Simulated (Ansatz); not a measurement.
# Cl− with AlF₃: structure and interaction energy, part 2 of 3

Ansatz 0.2.0, Gaussian basis. The steps go on from the part before.

## Step 7: B97M-V/def2-TZVPPD

The inputs:

ab/in.yaml

```yaml
crystal:
  periodic: [false, false, false]
  atoms:
    - {symbol: Cl, position_ang: [-0.394912, 0.158727, -2.023476]}
    - {symbol: F, position_ang: [1.431970, -0.899647, 0.316724]}
    - {symbol: Al, position_ang: [0.021076, -0.008461, 0.107868]}
    - {symbol: F, position_ang: [-1.270395, -0.786484, 0.853012]}
    - {symbol: F, position_ang: [0.212361, 1.535866, 0.745772]}
basis:
  gaussian: {orbitals: "def2-TZVPPD.json"}
total_charge: -1
hamiltonian: {xc: {name: B97M-V}}
```

a/in.yaml

```yaml
crystal:
  periodic: [false, false, false]
  atoms:
    - {symbol: Cl, position_ang: [-0.394912, 0.158727, -2.023476]}
basis:
  gaussian:
    orbitals: "def2-TZVPPD.json"
    ghost_atoms:
      - {symbol: F, position_ang: [1.431970, -0.899647, 0.316724]}
      - {symbol: Al, position_ang: [0.021076, -0.008461, 0.107868]}
      - {symbol: F, position_ang: [-1.270395, -0.786484, 0.853012]}
      - {symbol: F, position_ang: [0.212361, 1.535866, 0.745772]}
total_charge: -1
hamiltonian: {xc: {name: B97M-V}}
```

b/in.yaml

```yaml
crystal:
  periodic: [false, false, false]
  atoms:
    - {symbol: F, position_ang: [1.431970, -0.899647, 0.316724]}
    - {symbol: Al, position_ang: [0.021076, -0.008461, 0.107868]}
    - {symbol: F, position_ang: [-1.270395, -0.786484, 0.853012]}
    - {symbol: F, position_ang: [0.212361, 1.535866, 0.745772]}
basis:
  gaussian:
    orbitals: "def2-TZVPPD.json"
    ghost_atoms:
      - {symbol: Cl, position_ang: [-0.394912, 0.158727, -2.023476]}
hamiltonian: {xc: {name: B97M-V}}
```

One command serves all of them, each in its own folder.

Started as:

```
$ ansatz run in.yaml --threads 4 --pin off --events-out ev --progress --plain --max-ram 9574MiB
```

Output in ab (excerpt; [...] marks lines left out):

```text
Functional definition: B97M-V
  name "B97M-V"
  cite "Mardirossian & Head-Gordon, J. Chem. Phys. 142, 074111 (2015) doi:10.1063/1.4907719"
  cite "Becke, J. Chem. Phys. 107, 8554 (1997) doi:10.1063/1.475007"
  cite "Vydrov & Van Voorhis, J. Chem. Phys. 133, 244103 (2010) doi:10.1063/1.3521275"
  # Of w^i u^j: cxij and so on, Table III.
[...]
  gx(w, u) = cx00 + cx01*u + cx02*u^2 + (cx10 + cx11*u)*w
[...]
  gos(w, u) = cos00 + cos01*u + cos03*u^3 + cos10*w + cos32*w^3*u^2
[...]
      + integral(e_c_pw_mod_opposite_spin*gos(b97_w_opposite, b97_u_opposite)) + vv10(b, c)
1216 factors; their error is unknown
[...]
mean field -27277.95239308 eV, -1002.4462607853 hartree, gradient 2.1e-5 eV, S^2 0.000000; 0 other end points of the search recorded, 0 dependent functions left out
reference -27277.95248218 eV, -1002.4462640600 hartree; 29, 29 occupied and 190, 190 virtual orbitals, 1216 factors
Total energy: -27277.95248218 eV, -1002.4462640600 hartree
```

a printed (excerpt; [...] marks lines left out):

```text
Functional definition: B97M-V
  name "B97M-V"
  cite "Mardirossian & Head-Gordon, J. Chem. Phys. 142, 074111 (2015) doi:10.1063/1.4907719"
  cite "Becke, J. Chem. Phys. 107, 8554 (1997) doi:10.1063/1.475007"
  cite "Vydrov & Van Voorhis, J. Chem. Phys. 133, 244103 (2010) doi:10.1063/1.3521275"
  # Of w^i u^j: cxij and so on, Table III.
[...]
  gx(w, u) = cx00 + cx01*u + cx02*u^2 + (cx10 + cx11*u)*w
[...]
  gos(w, u) = cos00 + cos01*u + cos03*u^3 + cos10*w + cos32*w^3*u^2
[...]
      + integral(e_c_pw_mod_opposite_spin*gos(b97_w_opposite, b97_u_opposite)) + vv10(b, c)
1197 factors; their error is unknown
[...]
mean field -12521.66887651 eV, -460.1628437197 hartree, gradient 6.4e-5 eV, S^2 0.000000; 0 other end points of the search recorded, 0 dependent functions left out
reference -12521.66896784 eV, -460.1628470762 hartree; 9, 9 occupied and 210, 210 virtual orbitals, 1197 factors
Total energy: -12521.66896784 eV, -460.1628470762 hartree
```

Log of b (excerpt; [...] marks lines left out):

```text
Functional definition: B97M-V
  name "B97M-V"
  cite "Mardirossian & Head-Gordon, J. Chem. Phys. 142, 074111 (2015) doi:10.1063/1.4907719"
  cite "Becke, J. Chem. Phys. 107, 8554 (1997) doi:10.1063/1.475007"
  cite "Vydrov & Van Voorhis, J. Chem. Phys. 133, 244103 (2010) doi:10.1063/1.3521275"
  # Of w^i u^j: cxij and so on, Table III.
[...]
  gx(w, u) = cx00 + cx01*u + cx02*u^2 + (cx10 + cx11*u)*w
[...]
  gos(w, u) = cos00 + cos01*u + cos03*u^3 + cos10*w + cos32*w^3*u^2
[...]
      + integral(e_c_pw_mod_opposite_spin*gos(b97_w_opposite, b97_u_opposite)) + vv10(b, c)
1215 factors; their error is unknown
[...]
mean field -14752.20280788 eV, -542.1334537874 hartree, gradient 1.8e-5 eV, S^2 0.000000; 0 other end points of the search recorded, 0 dependent functions left out
reference -14752.20288940 eV, -542.1334567832 hartree; 20, 20 occupied and 199, 199 virtual orbitals, 1215 factors
Total energy: -14752.20288940 eV, -542.1334567832 hartree
```

Wall times: 7 s (ab), 3.4 s (a), 4.9 s (b) on 4 threads of Arm Neoverse V1, shared host.

Interaction energy, ab − a − b: -393.72 kJ/mol.

## Step 8: CCSD(T)/def2-TZVPPD

The same edit goes into each in.yaml of step 7 (ab, a, b):

```diff
-hamiltonian: {xc: {name: B97M-V}}
+correlation: {method: ccsd_t}
```

The same command starts each run, in its folder.

Started as:

```
$ ansatz run in.yaml --threads 4 --pin off --events-out ev --progress --plain --max-ram 9574MiB
```

Output in ab (excerpt; [...] marks lines left out):

```text
Functional definition: HF
  name "HF"
  cite "Fock, Z. Phys. 61, 126 (1930) doi:10.1007/BF01340294"
  parent pbe
[...]
1344 factors; integrals over basis functions are off by at most 9.2e-4 eV
[...]
mean field -27219.39488904 eV, -1000.2943122036 hartree, gradient 2.2e-6 eV, S^2 0.000000; 0 other end points of the search recorded, 0 dependent functions left out
13 core orbitals not correlated: weight in the atoms' cores, before any rotation towards them, 1.000 or more for the frozen orbitals, at most 0.000 for the correlated occupied ones
reference -27219.39488904 eV, -1000.2943122036 hartree; 16, 16 occupied and 190, 190 virtual orbitals, 1344 factors
second order -28.30850045 eV of doubles, -0.00000000 eV of singles
cycle   1  -28.06701506 eV  change    2.4e-1 eV  update   1.0e-1
[...]
cycle   9  -28.67723830 eV  change    8.0e-6 eV  update   9.4e-6
perturbative correction -0.89998725 eV, -0.0330739213 hartree
Total energy: -27248.97211458 eV, -1001.3812551942 hartree
```

Output in a (excerpt; [...] marks lines left out):

```text
Functional definition: HF
  name "HF"
  cite "Fock, Z. Phys. 61, 126 (1930) doi:10.1007/BF01340294"
  parent pbe
[...]
1334 factors; integrals over basis functions are off by at most 8.8e-4 eV
[...]
mean field -12505.39640305 eV, -459.5648413500 hartree, gradient 2.4e-6 eV, S^2 0.000000; 0 other end points of the search recorded, 0 dependent functions left out
5 core orbitals not correlated: weight in the atoms' cores, before any rotation towards them, 1.000 or more for the frozen orbitals, at most 0.000 for the correlated occupied ones
reference -12505.39640305 eV, -459.5648413500 hartree; 4, 4 occupied and 210, 210 virtual orbitals, 1334 factors
second order -5.61526070 eV of doubles, -0.00000000 eV of singles
cycle   1  -5.91857306 eV  change   -3.0e-1 eV  update   4.0e-2
[...]
cycle   9  -6.03662254 eV  change   -2.2e-6 eV  update   9.8e-6
perturbative correction -0.25560099 eV, -0.0093931632 hartree
Total energy: -12511.68862658 eV, -459.7960762998 hartree
```

Log of b (excerpt; [...] marks lines left out):

```text
Functional definition: HF
  name "HF"
  cite "Fock, Z. Phys. 61, 126 (1930) doi:10.1007/BF01340294"
  parent pbe
[...]
1345 factors; integrals over basis functions are off by at most 9.1e-4 eV
[...]
mean field -14709.86967100 eV, -540.5777397014 hartree, gradient 3.2e-6 eV, S^2 0.000000; 0 other end points of the search recorded, 0 dependent functions left out
8 core orbitals not correlated: weight in the atoms' cores, before any rotation towards them, 1.000 or more for the frozen orbitals, at most 0.000 for the correlated occupied ones
reference -14709.86967100 eV, -540.5777397014 hartree; 12, 12 occupied and 199, 199 virtual orbitals, 1345 factors
second order -22.80265222 eV of doubles, -0.00000000 eV of singles
cycle   1  -22.15008882 eV  change    6.5e-1 eV  update   1.1e-1
[...]
cycle  12  -22.68841866 eV  change    1.3e-6 eV  update   1.8e-6
perturbative correction -0.67133799 eV, -0.0246712160 hartree
Total energy: -14733.22942765 eV, -541.4361949244 hartree
```

They took 96 s (ab), 13 s (a), 59 s (b) on 4 threads of Arm Neoverse V1, shared host; peak memory 3.4 GiB.

E(ab) − E(a) − E(b) = -391.16 kJ/mol.

## Step 9: MP2/def2-QZVPPD

Changes to ab/in.yaml since step 8:

```diff
@@ -9,4 +9,4 @@
 basis:
-  gaussian: {orbitals: "def2-TZVPPD.json"}
+  gaussian: {orbitals: "def2-QZVPPD.json"}
 total_charge: -1
-correlation: {method: ccsd_t}
+correlation: {method: mp2}
```

Changes to a/in.yaml since step 8:

```diff
@@ -6,3 +6,3 @@
   gaussian:
-    orbitals: "def2-TZVPPD.json"
+    orbitals: "def2-QZVPPD.json"
     ghost_atoms:
@@ -13,2 +13,2 @@
 total_charge: -1
-correlation: {method: ccsd_t}
+correlation: {method: mp2}
```

Changes to b/in.yaml since step 8:

```diff
@@ -9,5 +9,5 @@
   gaussian:
-    orbitals: "def2-TZVPPD.json"
+    orbitals: "def2-QZVPPD.json"
     ghost_atoms:
       - {symbol: Cl, position_ang: [-0.394912, 0.158727, -2.023476]}
-correlation: {method: ccsd_t}
+correlation: {method: mp2}
```

The same command starts each run, in its folder.

Started as:

```
$ ansatz run in.yaml --threads 4 --pin off --events-out ev --progress --plain --max-ram 9574MiB
```

Output in ab (excerpt; [...] marks lines left out):

```text
Functional definition: HF
  name "HF"
  cite "Fock, Z. Phys. 61, 126 (1930) doi:10.1007/BF01340294"
  parent pbe
[...]
2097 factors; integrals over basis functions are off by at most 7.3e-4 eV
[...]
mean field -27220.31440770 eV, -1000.3281038911 hartree, gradient 9.0e-7 eV, S^2 0.000000; 0 other end points of the search recorded, 0 dependent functions left out
13 core orbitals not correlated: weight in the atoms' cores, before any rotation towards them, 1.000 or more for the frozen orbitals, at most 0.000 for the correlated occupied ones
reference -27220.31440770 eV, -1000.3281038911 hartree; 16, 16 occupied and 324, 324 virtual orbitals, 2097 factors
second order -30.93226610 eV of doubles, -0.00000000 eV of singles
Total energy: -27251.24667379 eV, -1001.4648437034 hartree
```

Log of a (excerpt; [...] marks lines left out):

```text
Functional definition: HF
  name "HF"
  cite "Fock, Z. Phys. 61, 126 (1930) doi:10.1007/BF01340294"
  parent pbe
[...]
2087 factors; integrals over basis functions are off by at most 7.2e-4 eV
[...]
mean field -12505.71766085 eV, -459.5766473562 hartree, gradient 4.2e-6 eV, S^2 0.000000; 0 other end points of the search recorded, 0 dependent functions left out
5 core orbitals not correlated: weight in the atoms' cores, before any rotation towards them, 1.000 or more for the frozen orbitals, at most 0.000 for the correlated occupied ones
reference -12505.71766085 eV, -459.5766473562 hartree; 4, 4 occupied and 344, 344 virtual orbitals, 2087 factors
second order -6.14342527 eV of doubles, -0.00000000 eV of singles
Total energy: -12511.86108612 eV, -459.8024140708 hartree
```

Log of b (excerpt; [...] marks lines left out):

```text
Functional definition: HF
  name "HF"
  cite "Fock, Z. Phys. 61, 126 (1930) doi:10.1007/BF01340294"
  parent pbe
[...]
2099 factors; integrals over basis functions are off by at most 7.3e-4 eV
[...]
mean field -14710.46044219 eV, -540.5994501423 hartree, gradient 2.6e-6 eV, S^2 0.000000; 0 other end points of the search recorded, 0 dependent functions left out
8 core orbitals not correlated: weight in the atoms' cores, before any rotation towards them, 1.000 or more for the frozen orbitals, at most 0.000 for the correlated occupied ones
reference -14710.46044219 eV, -540.5994501423 hartree; 12, 12 occupied and 333, 333 virtual orbitals, 2099 factors
second order -24.85109487 eV of doubles, -0.00000000 eV of singles
Total energy: -14735.31153706 eV, -541.5127110342 hartree
```

Wall times: 9.5 s (ab), 5.5 s (a), 8 s (b) on 4 threads of Arm Neoverse V1, shared host; peak memory 1.4 GiB.

E(ab) − E(a) − E(b) = -393.09 kJ/mol.

## Step 10: Hartree-Fock/STO-3G

Changes to ab/in.yaml since step 9:

```diff
@@ -9,4 +9,4 @@
 basis:
-  gaussian: {orbitals: "def2-QZVPPD.json"}
+  gaussian: {orbitals: STO-3G}
 total_charge: -1
-correlation: {method: mp2}
+hamiltonian: {xc: hf}
```

Changes to a/in.yaml since step 9:

```diff
@@ -6,3 +6,3 @@
   gaussian:
-    orbitals: "def2-QZVPPD.json"
+    orbitals: STO-3G
     ghost_atoms:
@@ -13,2 +13,2 @@
 total_charge: -1
-correlation: {method: mp2}
+hamiltonian: {xc: hf}
```

Changes to b/in.yaml since step 9:

```diff
@@ -9,5 +9,5 @@
   gaussian:
-    orbitals: "def2-QZVPPD.json"
+    orbitals: STO-3G
     ghost_atoms:
       - {symbol: Cl, position_ang: [-0.394912, 0.158727, -2.023476]}
-correlation: {method: mp2}
+hamiltonian: {xc: hf}
```

The same command starts each run, in its folder.

Started as:

```
$ ansatz run in.yaml --threads 4 --pin off --events-out ev --progress --plain --max-ram 9574MiB
```

Log of ab (excerpt; [...] marks lines left out):

```text
Functional definition: HF
  name "HF"
  cite "Fock, Z. Phys. 61, 126 (1930) doi:10.1007/BF01340294"
  parent pbe
[...]
405 factors; integrals over basis functions are off by at most 1.8e-5 eV
[...]
mean field -26881.04983170 eV, -987.8603606849 hartree, gradient 3.1e-5 eV, S^2 0.000000; 0 other end points of the search recorded, 0 dependent functions left out
reference -26881.04983170 eV, -987.8603606849 hartree; 29, 29 occupied and 4, 4 virtual orbitals, 405 factors
Total energy: -26881.04983170 eV, -987.8603606849 hartree
```

Output in a (excerpt; [...] marks lines left out):

```text
Functional definition: HF
  name "HF"
  cite "Fock, Z. Phys. 61, 126 (1930) doi:10.1007/BF01340294"
  parent pbe
[...]
304 factors; integrals over basis functions are off by at most 1.5e-3 eV
[...]
mean field -12368.43090017 eV, -454.5314519575 hartree, gradient 2.1e-5 eV, S^2 0.000000; 0 other end points of the search recorded, 0 dependent functions left out
reference -12368.43090017 eV, -454.5314519575 hartree; 9, 9 occupied and 24, 24 virtual orbitals, 304 factors
Total energy: -12368.43090017 eV, -454.5314519575 hartree
```

Log of b (excerpt; [...] marks lines left out):

```text
Functional definition: HF
  name "HF"
  cite "Fock, Z. Phys. 61, 126 (1930) doi:10.1007/BF01340294"
  parent pbe
[...]
376 factors; integrals over basis functions are off by at most 4.7e-4 eV
[...]
mean field -14509.40217288 eV, -533.2106950273 hartree, gradient 5.9e-6 eV, S^2 0.000000; 0 other end points of the search recorded, 0 dependent functions left out
reference -14509.40217288 eV, -533.2106950273 hartree; 20, 20 occupied and 13, 13 virtual orbitals, 376 factors
Total energy: -14509.40217288 eV, -533.2106950273 hartree
```

Wall times: 0.1 s (ab), 0.1 s (a), 0.1 s (b) on 4 threads of Arm Neoverse V1, shared host.

Interaction energy, ab − a − b: -310.37 kJ/mol.

## Step 11: SPW92/def2-SVP

Changes to ab/in.yaml since step 10:

```diff
@@ -9,4 +9,4 @@
 basis:
-  gaussian: {orbitals: STO-3G}
+  gaussian: {orbitals: def2-SVP}
 total_charge: -1
-hamiltonian: {xc: hf}
+hamiltonian: {xc: lda}
```

Changes to a/in.yaml since step 10:

```diff
@@ -6,3 +6,3 @@
   gaussian:
-    orbitals: STO-3G
+    orbitals: def2-SVP
     ghost_atoms:
@@ -13,2 +13,2 @@
 total_charge: -1
-hamiltonian: {xc: hf}
+hamiltonian: {xc: lda}
```

Changes to b/in.yaml since step 10:

```diff
@@ -9,5 +9,5 @@
   gaussian:
-    orbitals: STO-3G
+    orbitals: def2-SVP
     ghost_atoms:
       - {symbol: Cl, position_ang: [-0.394912, 0.158727, -2.023476]}
-hamiltonian: {xc: hf}
+hamiltonian: {xc: lda}
```

The same command starts each run, in its folder.

Started as:

```
$ ansatz run in.yaml --threads 4 --pin off --events-out ev --progress --plain --max-ram 9574MiB
```

Log of ab (excerpt; [...] marks lines left out):

```text
Functional definition: SPW92
  name "SPW92"
  cite "Dirac, Proc. Camb. Phil. Soc. 26, 376 (1930) doi:10.1017/S0305004100016108"
  cite "Slater, Phys. Rev. 81, 385 (1951) doi:10.1103/PhysRev.81.385"
  cite "Perdew & Wang, Phys. Rev. B 45, 13244 (1992) doi:10.1103/PhysRevB.45.13244"
[...]
832 factors; their error is unknown
[...]
mean field -27147.11272692 eV, -997.6379917405 hartree, gradient 1.8e-5 eV, S^2 0.000000; 0 other end points of the search recorded, 0 dependent functions left out
reference -27147.11276308 eV, -997.6379930692 hartree; 29, 29 occupied and 49, 49 virtual orbitals, 832 factors
Total energy: -27147.11276308 eV, -997.6379930692 hartree
```

Output in a (excerpt; [...] marks lines left out):

```text
Functional definition: SPW92
  name "SPW92"
  cite "Dirac, Proc. Camb. Phil. Soc. 26, 376 (1930) doi:10.1017/S0305004100016108"
  cite "Slater, Phys. Rev. 81, 385 (1951) doi:10.1103/PhysRev.81.385"
  cite "Perdew & Wang, Phys. Rev. B 45, 13244 (1992) doi:10.1103/PhysRevB.45.13244"
[...]
666 factors; their error is unknown
[...]
mean field -12479.20851564 eV, -458.6024542383 hartree, gradient 6.3e-5 eV, S^2 0.000000; 0 other end points of the search recorded, 0 dependent functions left out
reference -12479.20855395 eV, -458.6024556465 hartree; 9, 9 occupied and 69, 69 virtual orbitals, 666 factors
Total energy: -12479.20855395 eV, -458.6024556465 hartree
```

b printed (excerpt; [...] marks lines left out):

```text
Functional definition: SPW92
  name "SPW92"
  cite "Dirac, Proc. Camb. Phil. Soc. 26, 376 (1930) doi:10.1017/S0305004100016108"
  cite "Slater, Phys. Rev. 81, 385 (1951) doi:10.1103/PhysRev.81.385"
  cite "Perdew & Wang, Phys. Rev. B 45, 13244 (1992) doi:10.1103/PhysRevB.45.13244"
[...]
789 factors; their error is unknown
[...]
mean field -14663.44563538 eV, -538.8716878599 hartree, gradient 1.0e-5 eV, S^2 0.000000; 0 other end points of the search recorded, 0 dependent functions left out
reference -14663.44567397 eV, -538.8716892779 hartree; 20, 20 occupied and 58, 58 virtual orbitals, 789 factors
Total energy: -14663.44567397 eV, -538.8716892779 hartree
```

Times: 0.3 s (ab), 0.25 s (a), 0.3 s (b) on 4 threads of Arm Neoverse V1, shared host.

E(ab) − E(a) − E(b) = -430.18 kJ/mol.

(Part 2 of 3 ends here.)
